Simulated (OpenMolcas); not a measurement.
**Cu³⁺ among point charges: CASSCF and CASPT2 levels and susceptibility**

How does a field of 4 point charges split the states of Cu³⁺, and what χT follows?

The numbers are computed with OpenMolcas 26.06 (state-averaged CASSCF and CASPT2, spin-orbit coupling by RASSI with atomic mean-field integrals), except any that are marked as measured or tabulated.

## 1. Starting point

- Species: Cu³⁺ (copper, Z = 29, 26 electrons)
- Basis: ANO-RCC-VDZP [5s4p2d1f], 34 functions
- Scalar Hamiltonian: DKH2, point nucleus
- Inactive shells: 1s 2s 2p 3s 3p
- Active space: 8 electrons in 5 orbitals (3d)
- Some configurations of this space: 3d⁸
- Orbitals: optimised for each spin and parity, averaged over all roots

The outer shells:

3d8
```
3d [↑↓][↑↓][↑↓][↑ ][↑ ]
```

The ion sits among 4 point charges of -3 e arranged as a tetrahedron (Td), 1.74 Å from the ion.

Each step is its own input file, run in one work folder so that later steps find the files of earlier ones. Labels, J, g values, rates, χT and fits are worked out afterwards by a script from the matrices that RASSI stores.

## 2. Basis and integrals

a.inp

```
&GATEWAY
Coord
1

Cu 0.0 0.0 0.0
Basis=ANO-RCC-VDZP
Group=NoSym
NoMove
AngMom=0.0 0.0 0.0
AMFI
XField
4 Angstrom 0
1.004589 1.004589 1.004589 -3.000000
1.004589 -1.004589 -1.004589 -3.000000
-1.004589 1.004589 -1.004589 -3.000000
-1.004589 -1.004589 1.004589 -3.000000
&SEWARD
```

## 3. CASSCF: triplets, 10 roots

a.inp

```
&RASSCF
FileOrb=start.orb
Symmetry=1
Spin=3
nActEl=8 0 0
Inactive=9
Ras2=5
CIRoot=10 10 1
SDav=10
CIMx=300
Iter=120 100
PrWF=0.3
OrbListing=Nothing
MaxOrb=0
>>> COPY $Project.JobIph JOB001
```

start.orb holds the contracted functions of the basis, ordered by shell, or the orbitals of the step before.

## 4. CASSCF: singlets, 15 roots

a.inp

```
&RASSCF
FileOrb=start.orb
Symmetry=1
Spin=1
nActEl=8 0 0
Inactive=9
Ras2=5
CIRoot=15 15 1
SDav=15
CIMx=300
Iter=120 100
PrWF=0.3
OrbListing=Nothing
MaxOrb=0
>>> COPY $Project.JobIph JOB002
```

## 5. RASSI: spin-orbit coupling between the states

a.inp

```
&RASSI
NrOfJobIphs=2 10 15
1 2 3 4 5 6 7 8 9 10
1 2 3 4 5 6 7 8 9 10 11 12 13 14 15
IphNames
JOB001
JOB002
EJob
SpinOrbit
DIPRint=1.0
SOCoupling=1000.0
Subsets=2
Property=9
'ANGMOM' 1 'ANGMOM' 2 'ANGMOM' 3 'MLTPL  1' 1 'MLTPL  1' 2 'MLTPL  1' 3
'AMFI' 1 'AMFI' 2 'AMFI' 3
SOProperty=3
'ANGMOM' 1 'ANGMOM' 2 'ANGMOM' 3
```

## 6. CASPT2: IPEA 0.25, imaginary shift 0.1 (closed shells correlated: 3s 3p)

a.inp

```
>>> COPY JOB001 $Project.JobIph
&CASPT2
Multistate=10 1 2 3 4 5 6 7 8 9 10
NoMult
Frozen=5
IPEA=0.25
Imaginary=0.1
MaxIter=60
WThr=0.0 0.3 0.05
PrWF=0.5
NoMix
>>> COPY JOB002 $Project.JobIph
&CASPT2
Multistate=15 1 2 3 4 5 6 7 8 9 10 11 12 13 14 15
NoMult
Frozen=5
IPEA=0.25
Imaginary=0.1
MaxIter=60
WThr=0.0 0.3 0.05
PrWF=0.5
NoMix
```

(Steps that only read results are left out.)

**Question.** What will these runs give? Wanted: spin-free ground state; first state of the same spin within the active space; lowest level; next level.

**Answer**, as computed:

| quantity | value |
| --- | --- |
| method | SS-CASPT2, IPEA 0.25, imaginary shift 0.1 (closed shells correlated: 3s 3p) |
| spin-free ground state | 3T1, 3-fold in its orbital part |
| first state of the same spin within the active space | 3T2 at 1520 cm⁻¹ |
| lowest level | 1-fold A1 |
| next level | 352.9 cm⁻¹ |
| χT at 300 K | 2.96 cm³ K/mol |
| effective moment at 300 K | 4.87 μB |

Cost by method:

```tsv
method	time of its own steps	time with the reference
A. CASSCF	5.3 s	5.3 s
B. SS-CASPT2, IPEA 0.25, imaginary shift 0.1, +3s 3p	2.4 s	7.7 s
```

Times are of one thread on a shared host.

The spin-free ground state (3T1) comes to 100 % from free-ion F terms and keeps the highest spin of the shell. χT at 300 K is 2.96, against 1.00 cm³ K/mol for the spin alone, so orbital moment adds to it. A ligand-field fit to the states below 45000 cm-1 gives 10Dq = -3255 cm-1, B = 1324 cm-1 and C = 4796 cm-1 (C/B = 3.62), with a deviation of 703 cm-1. CASPT2 does not keep the components of a term degenerate, and the means are used. The field of point charges can differ much from that of real complexes. Point charges carry no covalency, so the field is a model and not that of real ligands.
